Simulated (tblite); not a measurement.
# C6H7Cl2FSi: the cost of one run

Programs: tblite 0.8.0 and PySCF 2.14.0, with density-fitted response routines of our own. Each step states its level of theory. These are calculated values for one molecule in the gas phase, unless marked as measured. Atoms count from 0, in the outputs and in this text.

## Step 1: The starting structure

17 atoms, charge 0, multiplicity 1; geometry from: force field or distance geometry start.

Bonds of the start (Å): F0–C1 1.38, C1–C2 1.49, C2–Si3 2.29, Si3–C4 1.89, C4–C5 1.47, C5–C6 1.21, C6–C7 1.47, C7–Cl8 1.78, C7–Cl9 1.77, Si3–C1 1.77, C1–H10 1.08, C2–H11 1.09, C2–H12 1.07, Si3–H13 1.49, C4–H14 1.10, C4–H15 1.09, C7–H16 1.09.

## Step 2: Optimising the geometry with GFN2-xTB

The job: settings as JSON, then the geometry in Å.

```
{"job": {"kind": "relax", "xc": "GFN2-xTB", "basis": "xTB"}, "charge": 0, "multiplicity": 1}
F     -2.018600    -1.683400    -2.550600
C     -1.095000    -1.310700    -1.596100
C     -0.389800    -2.449100    -0.949900
Si    -1.709100    -0.836100    -0.003100
C     -0.511500    -0.074300     1.249900
C      0.408400     0.904000     0.643000
C      1.167200     1.709900     0.155800
C      2.088100     2.686100    -0.436800
Cl     1.778400     2.747100    -2.184900
Cl     1.799000     4.265500     0.306100
H     -0.452800    -0.590300    -2.077500
H     -0.983100    -3.312800    -0.650200
H      0.502100    -2.268000    -0.377800
H     -2.677700    -1.740000     0.679600
H     -1.100300     0.426100     2.029700
H      0.058900    -0.869600     1.740600
H      3.128900     2.407600    -0.281700
```

Launch:

```bash
OMP_NUM_THREADS=1 python probes_run.py task.json out
```

The driver reads the jobs from task.json and runs them one after another.

Q: Estimate the wall time of this first job on 1 thread of Arm Neoverse N1, shared host.

About 2.9 s.
